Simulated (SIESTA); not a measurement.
## ZrSiO under changes of volume

One of the cells (13.776 Å³/atom); the others are scaled copies at fixed shape and fractional positions:

```
CELL_PARAMETERS angstrom
3.34198 0.00000 0.00000
0.00000 3.34198 0.00000
0.00000 0.00000 7.40053
ATOMIC_POSITIONS crystal
Zr 0.50000 0.00000 0.30841
Zr 0.00000 0.50000 0.69159
Si 0.00000 0.00000 0.00000
Si 0.50000 0.50000 0.00000
O 0.50000 0.00000 0.61129
O 0.00000 0.50000 0.38871
```

The cell comes from a database or a generator and needn't be the stable form of this composition.

```yaml
Program: SIESTA 5.4.2
Functional: PBEsol
Potentials_or_basis: PseudoDojo 0.4 standard (PBEsol files)
Basis: DZP (energy shift 0.003 Ry; two zetas on semicore shells)
Grid_cutoff: 800 Ry
Energy_shift: 0.003 Ry
k_mesh: 8 × 8 × 4
Occupations: fermi-dirac, width 0.05 eV
Spin: no spin polarisation
```

| volume (Å³/atom) | energy over the lowest point (meV/atom) | pressure (GPa) | largest force (eV/Å) |
| --- | --- | --- | --- |
| 12.695 | ? | ? | ? |
| 12.966 | 0.32 | 2.2 | 0.199 |
| 13.236 | 0.00 | -1.7 | 0.125 |
| 13.776 | 17.56 | -8.4 | 0.170 |
| 14.046 | 34.23 | -11.3 | 0.189 |
| 14.316 | 55.46 | -13.8 | 0.209 |

Q: What does the run at 12.695 Å³/atom give?

A: Energy over the lowest point 7.75 meV/atom; pressure 6.7 GPa; largest force 0.293 eV/Å.

Worked out: A Birch-Murnaghan fit of order 3 (a polynomial in V^(-2/3)) to the other rows has its minimum at 13.11 Å³/atom with B0 = V·E''(V) = 190 GPa and B' = 4.2 at fixed shape and positions, which overstates the stiffness. It gives 7.67 meV/atom at 12.695 Å³/atom, against the run's 7.75, and -dE/dV = 6.6 GPa, against 6.7.

Energies are extrapolated to zero smearing.

Caveats: the basis of atomic orbitals isn't converged, which shifts pressures, moduli and gaps.
